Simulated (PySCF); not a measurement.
**BClH₈Si₃: electronic excitations at several levels of theory**

How much do the electronic excitations of BClH₈Si₃ (`[SiH3][SiH2][SiH2]BCl`) depend on the level of theory, and what does each level cost?

Programs: PySCF 2.14.0, with density-fitted response routines of our own. Each step states its level of theory. These are calculated values for one molecule in the gas phase, unless marked as measured. Atoms are numbered from 0 throughout.

### 1 Starting geometry

13 atoms, charge 0, multiplicity 1; geometry from: GFN2-xTB. The atoms were then displaced at random by about 0.01 Å, so the start is not that level's minimum.

Bonds of the start (Å): Si0–Si1 2.28, Si1–Si2 2.33, Si2–B3 1.99, B3–Cl4 1.71, Si0–H5 1.48, Si0–H6 1.48, Si0–H7 1.49, Si1–H8 1.46, Si1–H9 1.49, Si2–H10 1.48, Si2–H11 1.45, B3–H12 1.12.

### 2 Geometry optimisation at PBE0-D3(BJ)/def2-SVP

What the job is given:

```
{"job": {"xc": "PBE0", "basis": "def2-SVP", "d3": "d3bj", "grid": 1, "shake": 0.01, "kind": "geom"}, "charge": 0, "multiplicity": 1}
Si    -2.214480     0.632250     0.071030
Si    -0.635380    -0.965960     0.481380
Si     1.339730    -0.692430    -0.727260
B      2.487400     0.672120     0.157400
Cl     1.995140     2.302300     0.032190
H     -3.418180     0.138560    -0.628970
H     -2.721460     1.296300     1.288260
H     -1.681180     1.734970    -0.781390
H     -1.171860    -2.304480     0.277010
H     -0.314440    -0.980800     1.934040
H      2.032220    -1.985740    -0.887570
H      0.966180    -0.321140    -2.081620
H      3.342150     0.457180     0.855170
```

Run with:

```sh
OMP_NUM_THREADS=1 python probes_run.py task.json out
```

This one command runs all jobs of the session in turn.

What it wrote:

```text
step   0  E = -1357.35133157  max force = 0.037241
step   1  E = -1357.36167278  max force = 0.007128
step   2  E = -1357.36206524  max force = 0.001585
step   3  E = -1357.36217260  max force = 0.002333
step   4  E = -1357.36222528  max force = 0.001052
step   5  E = -1357.36224339  max force = 0.000339
step   6  E = -1357.36224869  max force = 0.000340
optimisation converged
```

It took 62 s on 1 thread of Arm Neoverse V1, shared host; peak memory 0.53 GiB.

Step by step:

| step | energy from step 0 (eV) | largest force component (eV/Å) |
| --- | --- | --- |
| 0 | 0.0000 | 1.9150 |
| 1 | -0.2814 | 0.3665 |
| 2 | -0.2921 | 0.0815 |
| 3 | -0.2950 | 0.1200 |
| 4 | -0.2964 | 0.0541 |
| 5 | -0.2969 | 0.0174 |
| 6 | -0.2971 | 0.0175 |

Close pairs (by a distance rule), those that changed most:

| bond | before (Å) | after (Å) | change (Å) |
| --- | --- | --- | --- |
| B3–H12 | 1.124 | 1.208 | +0.083 |
| Si0–Si1 | 2.284 | 2.356 | +0.072 |
| Si2–H11 | 1.453 | 1.498 | +0.044 |
| B3–Cl4 | 1.707 | 1.750 | +0.042 |
| Si1–H8 | 1.456 | 1.497 | +0.040 |
| Si1–Si2 | 2.332 | 2.358 | +0.026 |
| Si2–H10 | 1.476 | 1.496 | +0.020 |
| Si2–B3 | 1.990 | 2.009 | +0.019 |

The final coordinates are the input of the step that follows.

| at the end point | value |
| --- | --- |
| point group (found at 0.08 Å tolerance) | C1 |
| rotational constants (GHz, main isotopes) | 2.040, 1.154, 0.819 |
| dipole moment (D) | 0.42 |

### 3 Ultraviolet spectrum: PBE0/def2-SVP

What the job is given:

```
{"job": {"kind": "uv", "xc": "PBE0", "basis": "def2-SVP"}, "charge": 0, "multiplicity": 1}
Si    -2.098415     0.706414     0.042975
Si    -0.614254    -1.057131     0.529674
Si     1.319660    -0.756170    -0.784759
B      2.289654     0.708932     0.189601
Cl     1.661715     2.340715     0.123393
H     -3.283342     0.173651    -0.697764
H     -2.572296     1.365951     1.298279
H     -1.422577     1.727763    -0.812353
H     -1.261892    -2.377571     0.251365
H     -0.232539    -1.022357     1.977685
H      2.108273    -2.022917    -0.886820
H      0.871819    -0.330849    -2.149053
H      3.241141     0.533806     0.912287
```

Method: TDDFT PBE0/def2-SVP, vertical, gas phase, core orbitals frozen in the response.

What it wrote:

```text
coarse grid: 12544 points
cycle   1  E = -1357.1836674841  dE = -1.440e-01  |g| = 1.727e-01  |ddm| = 3.270e+00
cycle   2  E = -1357.1853643055  dE = -1.697e-03  |g| = 1.625e-01  |ddm| = 4.363e-01
cycle   3  E = -1357.1930915389  dE = -7.727e-03  |g| = 3.417e-02  |ddm| = 2.657e-01
cycle   4  E = -1357.1934519759  dE = -3.604e-04  |g| = 1.072e-02  |ddm| = 5.161e-02
cycle   5  E = -1357.1934955318  dE = -4.356e-05  |g| = 1.453e-03  |ddm| = 1.652e-02
cycle   6  E = -1357.1934963879  dE = -8.561e-07  |g| = 4.703e-04  |ddm| = 3.264e-03
final grid: 101712 points
cycle   7  E = -1357.3492037874  dE = -1.147e-05  |g| = 2.154e-03  |ddm| = 2.233e-02
cycle   8  E = -1357.3492041438  dE = -3.564e-07  |g| = 1.923e-03  |ddm| = 6.577e-03
cycle   9  E = -1357.3492054604  dE = -1.317e-06  |g| = 2.569e-04  |ddm| = 3.040e-03
cycle  10  E = -1357.3492054820  dE = -2.160e-08  |g| = 7.897e-05  |ddm| = 4.399e-04
cycle  11  E = -1357.3492054838  dE = -1.819e-09  |g| = 1.876e-05  |ddm| = 1.296e-04
cycle  12  E = -1357.3492054840  dE = -1.510e-10  |g| = 4.359e-06  |ddm| = 4.105e-05
converged SCF energy = -1357.3492054840

Static polarisability (au): isotropic 106.298, principal 87.659 109.198 122.038

Singlet excitations
state   eV       nm        f      main configurations
  1   3.9825    311.3   0.02634   H->L 0.83, H-1->L 0.13
  2   4.9108    252.5   0.06232   H-1->L 0.84, H->L 0.14
  3   5.5474    223.5   0.04932   H-2->L 0.96
  4   6.2351    198.8   0.01209   H-3->L 0.38, H-6->L 0.20, H-4->L 0.19
  5   6.3124    196.4   0.00137   H-4->L 0.59, H-5->L 0.23, H-3->L 0.12
  6   6.4344    192.7   0.02970   H->L+1 0.87
  7   6.5408    189.6   0.00952   H-3->L 0.45, H-5->L 0.34, H-7->L 0.10
  8   6.6850    185.5   0.02225   H->L+2 0.85
  9   6.7944    182.5   0.02267   H-6->L 0.51, H-4->L 0.20, H-5->L 0.17
 10   6.9913    177.3   0.06099   H-7->L 0.48, H-1->L+1 0.36

Triplet excitations (Tamm-Dancoff, eV): 3.2852 4.5118 5.2289 5.6517
```

Run time: 24 s. Hardware: 1 thread of Arm Neoverse V1, shared host; peak memory 0.62 GiB.

The orbitals next to the gap, with their largest atomic shares:

```csv
orbital,eV,atoms
HOMO−3,-9.55,"Si0 21 %, Si1 18 %, H5 16 %"
HOMO−2,-8.83,"Si1 31 %, Si2 18 %, H9 12 %"
HOMO−1,-8.26,"Si1 24 %, Si0 23 %, Cl4 16 %"
HOMO,-7.68,"Si2 28 %, Si1 20 %, Cl4 20 %"
LUMO,-2.27,"B3 67 %, Cl4 12 %, Si2 8 %"
LUMO+1,-0.13,"Si1 30 %, Si0 24 %, Si2 15 %"
LUMO+2,0.13,"Si1 30 %, Si0 28 %, H9 12 %"
```

With each of the 10 states as a Gaussian band of 0.4 eV half-width at 1/e, the curve within the window shown has maxima at 310 nm (ε 1,100), 250 nm (ε 2,700), 183 nm (ε 4,600) L/(mol cm). Beyond the last state computed it falls off for lack of states. The curve at chosen wavelengths:

nm, ε (L/mol/cm) and a bar:
```
      170       1718 ###########
      178       4136 ############################
      186       4386 ##############################
      194       3129 #####################
      201       1918 #############
      209       1418 #########
      217       1879 ############
      225       2273 ###############
      233       2335 ################
      241       2520 #################
      248       2710 ##################
      256       2550 #################
      264       1955 #############
      272       1296 ########
      280        896 #####
      288        812 #####
      295        898 #####
      303       1028 ######
      311       1078 #######
      319       1010 ######
      327        849 #####
      335        649 ####
      342        479 ###
      350        317 #
      358        197 #
      366        116
```

Ground-state properties from the same run:

```
           property  computed
  dipole moment (D)      0.42
polarisability (Å³)     15.75
 HOMO–LUMO gap (eV)      5.41
      −ε(HOMO) (eV)      7.68
```

### 4 TDDFT and polarisability: PBE0/def2-TZVP

The job, as its differences from that of step 3:

```diff
@@ -1,2 +1,2 @@
-{"job": {"kind": "uv", "xc": "PBE0", "basis": "def2-SVP"}, "charge": 0, "multiplicity": 1}
+{"job": {"kind": "uv", "xc": "PBE0", "basis": "def2-TZVP"}, "charge": 0, "multiplicity": 1}
 Si    -2.098415     0.706414     0.042975
```

With the program's defaults for keys left out, this is: TDDFT PBE0/def2-TZVP, vertical, gas phase, core orbitals frozen in the response.

What it wrote:

```text
coarse grid: 12544 points
cycle   1  E = -1357.8274049734  dE = -1.245e-01  |g| = 2.040e-01  |ddm| = 2.595e+00
cycle   2  E = -1357.8310479174  dE = -3.643e-03  |g| = 1.595e-01  |ddm| = 3.207e-01
cycle   3  E = -1357.8365730611  dE = -5.525e-03  |g| = 5.292e-02  |ddm| = 1.713e-01
cycle   4  E = -1357.8372607071  dE = -6.876e-04  |g| = 1.295e-02  |ddm| = 4.638e-02
cycle   5  E = -1357.8373072135  dE = -4.651e-05  |g| = 3.866e-03  |ddm| = 1.319e-02
cycle   6  E = -1357.8373120143  dE = -4.801e-06  |g| = 6.428e-04  |ddm| = 4.124e-03
final grid: 101712 points
cycle   7  E = -1357.8347978222  dE = -2.071e-05  |g| = 3.503e-03  |ddm| = 2.103e-02
cycle   8  E = -1357.8347978451  dE = -2.299e-08  |g| = 3.122e-03  |ddm| = 6.099e-03
cycle   9  E = -1357.8348006041  dE = -2.759e-06  |g| = 4.816e-04  |ddm| = 3.268e-03
cycle  10  E = -1357.8348006728  dE = -6.865e-08  |g| = 1.383e-04  |ddm| = 4.453e-04
cycle  11  E = -1357.8348006777  dE = -4.889e-09  |g| = 3.527e-05  |ddm| = 1.375e-04
cycle  12  E = -1357.8348006781  dE = -4.184e-10  |g| = 7.689e-06  |ddm| = 3.670e-05
converged SCF energy = -1357.8348006781

Static polarisability (au): isotropic 116.794, principal 96.219 120.970 133.192

Singlet excitations
state   eV       nm        f      main configurations
  1   3.9202    316.3   0.02801   H->L 0.81, H-1->L 0.15
  2   4.7832    259.2   0.05699   H-1->L 0.82, H->L 0.16
  3   5.4341    228.2   0.04546   H-2->L 0.95
  4   6.1466    201.7   0.00867   H-3->L 0.28, H->L+1 0.22, H-4->L 0.14
  5   6.1919    200.2   0.02580   H->L+1 0.61, H-4->L 0.11
  6   6.2414    198.6   0.00331   H-4->L 0.51, H-5->L 0.26, H-3->L 0.15
  7   6.4174    193.2   0.02356   H->L+2 0.71
  8   6.4636    191.8   0.01450   H-3->L 0.38, H-5->L 0.31, H-7->L 0.10
  9   6.6755    185.7   0.04308   H-6->L 0.26, H->L+3 0.23, H-4->L 0.14
 10   6.7074    184.8   0.00613   H->L+3 0.58, H-1->L+1 0.12, H-6->L 0.10

Triplet excitations (Tamm-Dancoff, eV): 3.2021 4.3832 5.1234 5.5304
```

It took 59 s on 1 thread of Arm Neoverse V1, shared host; peak memory 0.9 GiB.

In short: HOMO -7.67 eV, LUMO -2.35 eV; lowest singlet 3.92 eV.

### 5 Ultraviolet spectrum: PBE0/aug-cc-pVDZ

The job, as its differences from that of step 4:

```diff
@@ -1,2 +1,2 @@
-{"job": {"kind": "uv", "xc": "PBE0", "basis": "def2-TZVP"}, "charge": 0, "multiplicity": 1}
+{"job": {"kind": "uv", "xc": "PBE0", "basis": "aug-cc-pVDZ"}, "charge": 0, "multiplicity": 1}
 Si    -2.098415     0.706414     0.042975
```

Method: TDDFT PBE0/aug-cc-pVDZ, vertical, gas phase, core orbitals frozen in the response.

What it wrote:

```text
coarse grid: 12544 points
cycle   1  E = -1357.7591436359  dE = -6.424e-02  |g| = 1.644e-01  |ddm| = 7.619e+00
cycle   2  E = -1357.7609887379  dE = -1.845e-03  |g| = 1.558e-01  |ddm| = 9.453e-01
cycle   3  E = -1357.7681555629  dE = -7.167e-03  |g| = 3.340e-02  |ddm| = 3.979e-01
cycle   4  E = -1357.7684966769  dE = -3.411e-04  |g| = 1.172e-02  |ddm| = 9.885e-02
cycle   5  E = -1357.7685479716  dE = -5.129e-05  |g| = 1.463e-03  |ddm| = 3.599e-02
cycle   6  E = -1357.7685488490  dE = -8.774e-07  |g| = 5.262e-04  |ddm| = 6.615e-03
final grid: 101712 points
cycle   7  E = -1357.7940050957  dE = -1.127e-05  |g| = 2.312e-03  |ddm| = 1.133e-01
cycle   8  E = -1357.7940050941  dE =  1.603e-09  |g| = 2.337e-03  |ddm| = 1.736e-02
cycle   9  E = -1357.7940071319  dE = -2.038e-06  |g| = 3.570e-04  |ddm| = 7.127e-03
cycle  10  E = -1357.7940071730  dE = -4.115e-08  |g| = 9.381e-05  |ddm| = 8.730e-04
cycle  11  E = -1357.7940071757  dE = -2.701e-09  |g| = 2.023e-05  |ddm| = 2.720e-04
cycle  12  E = -1357.7940071759  dE = -1.723e-10  |g| = 4.784e-06  |ddm| = 8.784e-05
converged SCF energy = -1357.7940071759

Static polarisability (au): isotropic 122.752, principal 101.812 127.248 139.196

Singlet excitations
state   eV       nm        f      main configurations
  1   3.9483    314.0   0.02770   H->L 0.81, H-1->L 0.15
  2   4.8097    257.8   0.05789   H-1->L 0.82, H->L 0.16
  3   5.4483    227.6   0.04669   H-2->L 0.95
  4   6.1748    200.8   0.00837   H-3->L 0.36, H-4->L 0.15, H->L+1 0.15
  5   6.2205    199.3   0.03087   H->L+1 0.62, H->L+2 0.11, H-4->L 0.09
  6   6.2521    198.3   0.00346   H-4->L 0.53, H-5->L 0.23, H-3->L 0.14
  7   6.4038    193.6   0.01852   H->L+2 0.69, H->L+1 0.10
  8   6.4770    191.4   0.01518   H-3->L 0.35, H-5->L 0.35, H-7->L 0.12
  9   6.5809    188.4   0.02996   H->L+3 0.84
 10   6.7049    184.9   0.02637   H-6->L 0.31, H-7->L 0.18, H-4->L 0.17

Triplet excitations (Tamm-Dancoff, eV): 3.2511 4.4247 5.1500 5.6555
```

Run time: 52 s. Hardware: 1 thread of Arm Neoverse V1, shared host; peak memory 0.79 GiB.

This run: HOMO -7.67 eV, LUMO -2.33 eV; lowest singlet 3.95 eV.

### 6 Ultraviolet spectrum: PBE0/def2-TZVPD

The job, as its differences from that of step 5:

```diff
@@ -1,2 +1,2 @@
-{"job": {"kind": "uv", "xc": "PBE0", "basis": "aug-cc-pVDZ"}, "charge": 0, "multiplicity": 1}
+{"job": {"kind": "uv", "xc": "PBE0", "basis": "def2-TZVPD"}, "charge": 0, "multiplicity": 1}
 Si    -2.098415     0.706414     0.042975
```

Method: TDDFT PBE0/def2-TZVPD, vertical, gas phase, core orbitals frozen in the response.

What it wrote:

```text
coarse grid: 12544 points
cycle   1  E = -1357.8283692854  dE = -1.233e-01  |g| = 2.044e-01  |ddm| = 2.648e+00
cycle   2  E = -1357.8320302455  dE = -3.661e-03  |g| = 1.592e-01  |ddm| = 3.763e-01
cycle   3  E = -1357.8375239054  dE = -5.494e-03  |g| = 5.342e-02  |ddm| = 1.750e-01
cycle   4  E = -1357.8382232575  dE = -6.994e-04  |g| = 1.292e-02  |ddm| = 4.721e-02
cycle   5  E = -1357.8382691747  dE = -4.592e-05  |g| = 3.962e-03  |ddm| = 1.443e-02
cycle   6  E = -1357.8382742064  dE = -5.032e-06  |g| = 6.414e-04  |ddm| = 4.471e-03
final grid: 101712 points
cycle   7  E = -1357.8357619173  dE = -2.256e-05  |g| = 3.526e-03  |ddm| = 5.694e-02
cycle   8  E = -1357.8357619204  dE = -3.073e-09  |g| = 3.161e-03  |ddm| = 6.944e-03
cycle   9  E = -1357.8357647509  dE = -2.830e-06  |g| = 4.856e-04  |ddm| = 3.342e-03
cycle  10  E = -1357.8357648205  dE = -6.964e-08  |g| = 1.419e-04  |ddm| = 5.094e-04
cycle  11  E = -1357.8357648257  dE = -5.139e-09  |g| = 3.717e-05  |ddm| = 1.511e-04
cycle  12  E = -1357.8357648261  dE = -4.488e-10  |g| = 7.825e-06  |ddm| = 4.323e-05
converged SCF energy = -1357.8357648261

Static polarisability (au): isotropic 122.516, principal 101.483 127.143 138.921

Singlet excitations
state   eV       nm        f      main configurations
  1   3.9042    317.6   0.02755   H->L 0.81, H-1->L 0.15
  2   4.7598    260.5   0.05562   H-1->L 0.82, H->L 0.16
  3   5.4090    229.2   0.04518   H-2->L 0.95
  4   6.0898    203.6   0.01859   H->L+1 0.74
  5   6.1438    201.8   0.01559   H-3->L 0.30, H-4->L 0.21, H-6->L 0.16
  6   6.2161    199.5   0.00291   H-4->L 0.52, H-5->L 0.26, H-3->L 0.13
  7   6.3129    196.4   0.02198   H->L+2 0.76
  8   6.4369    192.6   0.01096   H-3->L 0.41, H-5->L 0.33, H-7->L 0.12
  9   6.5528    189.2   0.03057   H->L+3 0.84
 10   6.6515    186.4   0.03795   H-6->L 0.26, H-7->L 0.19, H-4->L 0.16

Triplet excitations (Tamm-Dancoff, eV): 3.1908 4.3646 5.1022 5.4847
```

It took 82 s on 1 thread of Arm Neoverse V1, shared host; peak memory 1.1 GiB.

Key values: HOMO -7.68 eV, LUMO -2.38 eV; lowest singlet 3.90 eV.

### 7 Excited states and response: PBE0/6-31+G*

The job, as its differences from that of step 6:

```diff
@@ -1,2 +1,2 @@
-{"job": {"kind": "uv", "xc": "PBE0", "basis": "def2-TZVPD"}, "charge": 0, "multiplicity": 1}
+{"job": {"kind": "uv", "xc": "PBE0", "basis": "6-31+G*"}, "charge": 0, "multiplicity": 1}
 Si    -2.098415     0.706414     0.042975
```

Method: TDDFT PBE0/6-31+G*, vertical, gas phase, core orbitals frozen in the response.

What it wrote:

```text
coarse grid: 12544 points
cycle   1  E = -1357.7695219708  dE = -9.838e-02  |g| = 1.585e-01  |ddm| = 3.078e+00
cycle   2  E = -1357.7710381065  dE = -1.516e-03  |g| = 1.546e-01  |ddm| = 5.108e-01
cycle   3  E = -1357.7784206902  dE = -7.383e-03  |g| = 2.850e-02  |ddm| = 2.650e-01
cycle   4  E = -1357.7786709346  dE = -2.502e-04  |g| = 1.053e-02  |ddm| = 5.984e-02
cycle   5  E = -1357.7787133963  dE = -4.246e-05  |g| = 1.118e-03  |ddm| = 1.877e-02
cycle   6  E = -1357.7787138991  dE = -5.028e-07  |g| = 3.605e-04  |ddm| = 3.002e-03
final grid: 101712 points
cycle   7  E = -1357.7148633411  dE = -8.878e-06  |g| = 2.342e-03  |ddm| = 3.299e-02
cycle   8  E = -1357.7148634998  dE = -1.587e-07  |g| = 2.317e-03  |ddm| = 7.176e-03
cycle   9  E = -1357.7148654476  dE = -1.948e-06  |g| = 2.705e-04  |ddm| = 3.649e-03
cycle  10  E = -1357.7148654713  dE = -2.366e-08  |g| = 8.134e-05  |ddm| = 5.647e-04
cycle  11  E = -1357.7148654733  dE = -2.086e-09  |g| = 1.486e-05  |ddm| = 1.415e-04
cycle  12  E = -1357.7148654734  dE = -9.686e-11  |g| = 4.046e-06  |ddm| = 4.584e-05
converged SCF energy = -1357.7148654734

Static polarisability (au): isotropic 110.705, principal 91.291 115.536 125.286

Singlet excitations
state   eV       nm        f      main configurations
  1   3.9873    310.9   0.02923   H->L 0.82, H-1->L 0.15
  2   4.8666    254.8   0.06529   H-1->L 0.82, H->L 0.16
  3   5.5249    224.4   0.05308   H-2->L 0.95
  4   6.2376    198.8   0.00740   H-3->L 0.37, H-6->L 0.20, H-4->L 0.17
  5   6.3348    195.7   0.00132   H-4->L 0.60, H-5->L 0.23, H-3->L 0.10
  6   6.3599    194.9   0.05112   H->L+1 0.85
  7   6.5336    189.8   0.00535   H-3->L 0.43, H-5->L 0.27
  8   6.5862    188.2   0.02320   H->L+3 0.42, H->L+2 0.33
  9   6.7153    184.6   0.04566   H->L+3 0.43, H->L+2 0.42
 10   6.7719    183.1   0.01791   H-6->L 0.47, H-4->L 0.19, H-5->L 0.16

Triplet excitations (Tamm-Dancoff, eV): 3.3007 4.4904 5.2265 5.6920
```

Wall time 17 s (1 thread of Arm Neoverse V1, shared host); peak memory 0.64 GiB.

In short: HOMO -7.72 eV, LUMO -2.34 eV; lowest singlet 3.99 eV.

### 8 Side by side: electronic excitations

Excitations and ground-state properties, with basis size and wall time:

```
             run  lowest singlet (eV)  brightest (eV)      f  gap (eV)  α (Å³)  μ (D)  functions  time
   PBE0/def2-SVP                 3.98            4.91  0.062      5.41   15.75   0.42        126  24 s
  PBE0/def2-TZVP                 3.92            4.78  0.057      5.32   17.31   0.54        227  59 s
PBE0/aug-cc-pVDZ                 3.95            4.81  0.058      5.34   18.19   0.61        203  52 s
 PBE0/def2-TZVPD                 3.90            4.76  0.056      5.30   18.15   0.57        284  82 s
    PBE0/6-31+G*                 3.99            4.87  0.065      5.38   16.40   0.66        122  17 s
```

### 9 What came out

| quantity | value |
| --- | --- |
| point group | C1 |
| rotational constants (main isotopes) | 2.04, 1.15, 0.82 GHz |
| lowest singlet (PBE0/def2-SVP) | 3.98 eV (311 nm), f = 0.026 |
| brightest single state of those computed | state 2, 4.91 eV, f = 0.062 |
| lowest triplet | 3.29 eV |
| range of the lowest singlet | 3.90 to 3.99 eV |

In words: Single values in the summary come from the first sound run of each kind (PBE0/def2-SVP), which need not be the best level. The start of the PBE0/def2-SVP relaxation was shaken at random by about 0.01 Å, so part of the energy gained, and of the first lengths quoted, undoes that. Relaxing lowered the energy by 0.297 eV in 6 steps; the close pair that moved most is B3–H12, from 1.124 to 1.208 Å. The first singlet state (HOMO→LUMO 0.83, HOMO−1→LUMO 0.13) lies at 3.98 eV and is weak; of the 10 states computed, the strongest absorption comes from state 2 at 4.91 eV (the last state computed absorbs too, and its partners may lie past the list). The lowest triplet lies 0.70 eV below the lowest singlet (triplets in Tamm-Dancoff, singlets in full TDDFT). The lowest singlet runs from 3.90 eV (PBE0/def2-TZVPD) to 3.99 eV (PBE0/6-31+G*), while the orbital gap spans 5.30 to 5.41 eV. The lowest state need not be the same one in every run.
